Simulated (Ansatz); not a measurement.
# Ge2H6O2: basis-set convergence

How large a basis does Ge2H6O2 need? Two functionals are run in growing sets.

The runs use Ansatz 0.2.0, Gaussian basis; one geometry, several basis sets.

Levels to be run: PBE0-D4/def2-SVP; ωB97M-V/def2-SVP; PBE0-D4/def2-QZVPP; ωB97M-V/def2-QZVPP; the functionals' def2-TZVPP values are taken from earlier runs.

## Step 1: The relaxed structure

The geometry comes from an earlier relaxation with PBE0-D4 in a triple-zeta def2 set; it is a stationary point, not always the lowest conformer.

10 atoms, charge 0, spin multiplicity 1.

Atoms are counted from 1 here; the program's logs count them from 0.

Bond lengths: O1–Ge2 1.791 Å, O1–H5 0.960 Å, Ge2–Ge3 2.444 Å, Ge2–H6 1.534 Å, Ge2–H7 1.547 Å, Ge3–O4 1.791 Å, Ge3–H8 1.534 Å, Ge3–H9 1.547 Å, O4–H10 0.960 Å. Angles: Ge2–O1–H5 112.5°, O1–Ge2–Ge3 109.9°, O1–Ge2–H6 103.9°, O1–Ge2–H7 109.4°, Ge3–Ge2–H6 113.2°, Ge3–Ge2–H7 110.2°, H6–Ge2–H7 110.0°, Ge2–Ge3–O4 109.9°, Ge2–Ge3–H8 113.2°, Ge2–Ge3–H9 110.2°, O4–Ge3–H8 103.9°, O4–Ge3–H9 109.4°, H8–Ge3–H9 110.0°, Ge3–O4–H10 112.5°.

## Step 2: PBE0-D4 in def2-SVP

The input, in.yaml:

```yaml
crystal:
  periodic: [false, false, false]
  atoms:
    - {symbol: O, position_ang: [-0.309256, 2.454965, -0.006439]}
    - {symbol: Ge, position_ang: [0.600728, 0.984126, 0.456680]}
    - {symbol: Ge, position_ang: [-0.721451, -1.006356, -0.054168]}
    - {symbol: O, position_ang: [0.308544, -2.466661, 0.057762]}
    - {symbol: H, position_ang: [-0.425020, 2.532119, -0.955905]}
    - {symbol: H, position_ang: [0.860048, 1.168481, 1.957793]}
    - {symbol: H, position_ang: [1.943459, 0.946350, -0.311292]}
    - {symbol: H, position_ang: [-1.840548, -1.265747, 0.963144]}
    - {symbol: H, position_ang: [-1.315383, -0.903235, -1.479215]}
    - {symbol: H, position_ang: [0.981881, -2.495141, -0.625359]}
basis:
  gaussian: {orbitals: def2-SVP}
hamiltonian: {xc: pbe0, dispersion: d4}
output: {orbitals: {seedname: orbitals}}
```

Started as:

```sh
$ ansatz run in.yaml --threads 4 --pin off --events-out ev --progress --plain --max-ram 10444MiB
```

What it wrote:

```text
Functional definition: PBE0
  name "PBE0"
  cite "Adamo & Barone, J. Chem. Phys. 110, 6158 (1999) doi:10.1063/1.478522"
  cite "Perdew, Burke & Ernzerhof, Phys. Rev. Lett. 77, 3865 (1996) doi:10.1103/PhysRevLett.77.3865"
  parent pbe
  parameter a = 0.25
  parameter kappa = 0.804
  parameter beta = 0.06672455060314922
  exchange = (1 - a)*pbe_x(kappa = kappa, mu = beta*pi^2/3) + a*exact_x
  correlation = pbe_c(beta = beta)
1198 factors; integrals over basis functions are off by at most 1.4e-3 eV
mean field evaluation 1: about -117185.3404 eV, gradient 6.7e1 eV
mean field evaluation 2: about -117165.9246 eV, gradient 1.2e2 eV
mean field evaluation 4: about -117192.9593 eV, gradient 1.5e0 eV
mean field evaluation 8: about -117193.0560 eV, gradient 8.6e-2 eV
mean field evaluation 16: about -117193.0560 eV, gradient 2.5e-5 eV
mean field -117193.05597737 eV, -4306.7653708619 hartree, gradient 2.5e-5 eV, S^2 0.000000; 0 other end points of the search recorded, 0 dependent functions left out
reference -117193.05600597 eV, -4306.7653719130 hartree; 43, 43 occupied and 79, 79 virtual orbitals, 1198 factors
Total energy: -117193.21876475 eV, -4306.7713531880 hartree
```

It took 1.4 s on 4 threads of AMD EPYC 7B13, shared host; peak memory 0.32 GiB.

## Step 3: ωB97M-V in def2-SVP

Edit in.yaml of step 2 so:

```diff
@@ -15,3 +15,3 @@
   gaussian: {orbitals: def2-SVP}
-hamiltonian: {xc: pbe0, dispersion: d4}
+hamiltonian: {xc: {name: wB97M-V}}
 output: {orbitals: {seedname: orbitals}}
```

Same command.

What it wrote, cut to the lines that bear on the results:

```text
Functional definition: wB97M-V
  name "wB97M-V"
  cite "Mardirossian & Head-Gordon, J. Chem. Phys. 144, 214110 (2016) doi:10.1063/1.4952647"
  cite "Becke, J. Chem. Phys. 107, 8554 (1997) doi:10.1063/1.475007"
  cite "Vydrov & Van Voorhis, J. Chem. Phys. 133, 244103 (2010) doi:10.1063/1.3521275"
  # Of w^i u^j: cxij and so on, Table III.
[...]
  gx(w, u) = 1 - cx + cx01*u + cx10*w
  gss(w, u) = css00 + css04*u^4 + css10*w + css20*w^2 + css43*w^4*u^3
  gos(w, u) = cos00 + cos10*w + (cos20 + cos21*u)*w^2 + (cos60 + cos61*u)*w^6
[...]
      + integral(e_c_pw_mod_opposite_spin*gos(b97_w_opposite, b97_u_opposite)) + vv10(b, c)
1198 factors; integrals over basis functions are off by at most 1.4e-3 eV
322 factors; integrals over basis functions are off by at most 5.7e-6 eV
[...]
mean field -117203.72717865 eV, -4307.1575302758 hartree, gradient 7.9e-5 eV, S^2 0.000000; 0 other end points of the search recorded, 0 dependent functions left out
reference -117203.72722407 eV, -4307.1575319448 hartree; 43, 43 occupied and 79, 79 virtual orbitals, 1198 factors
Total energy: -117203.72722407 eV, -4307.1575319448 hartree
```

Run time: 4.5 s. Hardware: 4 threads of AMD EPYC 7B13, shared host; peak memory 0.45 GiB.

## Step 4: PBE0-D4 in def2-QZVPP

Edit in.yaml of step 3 so:

```diff
@@ -14,4 +14,4 @@
 basis:
-  gaussian: {orbitals: def2-SVP}
-hamiltonian: {xc: {name: wB97M-V}}
+  gaussian: {orbitals: "def2-QZVPP.json"}
+hamiltonian: {xc: pbe0, dispersion: d4}
 output: {orbitals: {seedname: orbitals}}
```

Same command.

What it wrote:

```text
Functional definition: PBE0
  name "PBE0"
  cite "Adamo & Barone, J. Chem. Phys. 110, 6158 (1999) doi:10.1063/1.478522"
  cite "Perdew, Burke & Ernzerhof, Phys. Rev. Lett. 77, 3865 (1996) doi:10.1103/PhysRevLett.77.3865"
  parent pbe
  parameter a = 0.25
  parameter kappa = 0.804
  parameter beta = 0.06672455060314922
  exchange = (1 - a)*pbe_x(kappa = kappa, mu = beta*pi^2/3) + a*exact_x
  correlation = pbe_c(beta = beta)
1848 factors; their error is unknown
mean field evaluation 1: about -117205.8757 eV, gradient 7.8e1 eV
mean field evaluation 2: about -117177.9857 eV, gradient 1.4e2 eV
mean field evaluation 4: about -117215.1483 eV, gradient 2.7e0 eV
mean field evaluation 8: about -117215.1575 eV, gradient 5.2e-2 eV
mean field evaluation 16: about -117215.4408 eV, gradient 1.6e-4 eV
mean field -117215.44079156 eV, -4307.5879976105 hartree, gradient 1.0e-5 eV, S^2 0.000000; 0 other end points of the search recorded, 0 dependent functions left out
reference -117215.44083355 eV, -4307.5879991536 hartree; 43, 43 occupied and 429, 429 virtual orbitals, 1848 factors
Total energy: -117215.60359234 eV, -4307.5939804286 hartree
```

Wall time 9 s (4 threads of AMD EPYC 7B13, shared host); peak memory 2.1 GiB.

## Step 5: ωB97M-V in def2-QZVPP

Edit in.yaml of step 4 so:

```diff
@@ -15,3 +15,3 @@
   gaussian: {orbitals: "def2-QZVPP.json"}
-hamiltonian: {xc: pbe0, dispersion: d4}
+hamiltonian: {xc: {name: wB97M-V}}
 output: {orbitals: {seedname: orbitals}}
```

The command is unchanged.

What it wrote, cut to the lines that bear on the results:

```text
Functional definition: wB97M-V
  name "wB97M-V"
  cite "Mardirossian & Head-Gordon, J. Chem. Phys. 144, 214110 (2016) doi:10.1063/1.4952647"
  cite "Becke, J. Chem. Phys. 107, 8554 (1997) doi:10.1063/1.475007"
  cite "Vydrov & Van Voorhis, J. Chem. Phys. 133, 244103 (2010) doi:10.1063/1.3521275"
  # Of w^i u^j: cxij and so on, Table III.
[...]
  gx(w, u) = 1 - cx + cx01*u + cx10*w
  gss(w, u) = css00 + css04*u^4 + css10*w + css20*w^2 + css43*w^4*u^3
  gos(w, u) = cos00 + cos10*w + (cos20 + cos21*u)*w^2 + (cos60 + cos61*u)*w^6
[...]
      + integral(e_c_pw_mod_opposite_spin*gos(b97_w_opposite, b97_u_opposite)) + vv10(b, c)
1824 factors; their error is unknown
392 factors; integrals over basis functions are off by at most 5.7e-6 eV
[...]
mean field -117226.15580136 eV, -4307.9817669578 hartree, gradient 7.4e-5 eV, S^2 0.000000; 0 other end points of the search recorded, 0 dependent functions left out
reference -117226.15586702 eV, -4307.9817693707 hartree; 43, 43 occupied and 429, 429 virtual orbitals, 1824 factors
Total energy: -117226.15586702 eV, -4307.9817693707 hartree
```

It took 17 s on 4 threads of AMD EPYC 7B13, shared host; peak memory 2.4 GiB.

## Step 6: Density functionals: the series

The def2-TZVPP values come from earlier runs at the same geometry.

```csv
functional,basis,functions,energy (eV),from the largest (eV),HOMO (eV),LUMO (eV)
PBE0-D4,def2-SVP,122,-117193.2188,22.385,-7.32,-0.52
PBE0-D4,def2-TZVPP,242,-117212.8857,2.718,-7.49,-0.77
PBE0-D4,def2-QZVPP,472,-117215.6036,0.000,-7.53,-0.92
ωB97M-V,def2-SVP,122,-117203.7272,22.429,-9.39,1.32
ωB97M-V,def2-TZVPP,242,-117223.5062,2.650,-9.59,0.97
ωB97M-V,def2-QZVPP,472,-117226.1559,0.000,-9.63,0.68
```

## Step 7: Summary of results

| quantity | value |
| --- | --- |
| PBE0-D4: double and triple zeta above quadruple | 22.38, 2.72 eV |
| ωB97M-V: double and triple zeta above quadruple | 22.43, 2.65 eV |

For PBE0-D4 the step from double to triple zeta gains 19.67 eV and the next only 2.72 eV. Total energies overstate the basis error of differences, where much of it tends to cancel. The LUMO of ωB97M-V is positive and keeps falling with the basis (1.32 to 0.68 eV): an unbound level that the basis holds in place.

For PBE0-D4 the largest set took about 7 times as long as the smallest (9 s against 1.4 s).
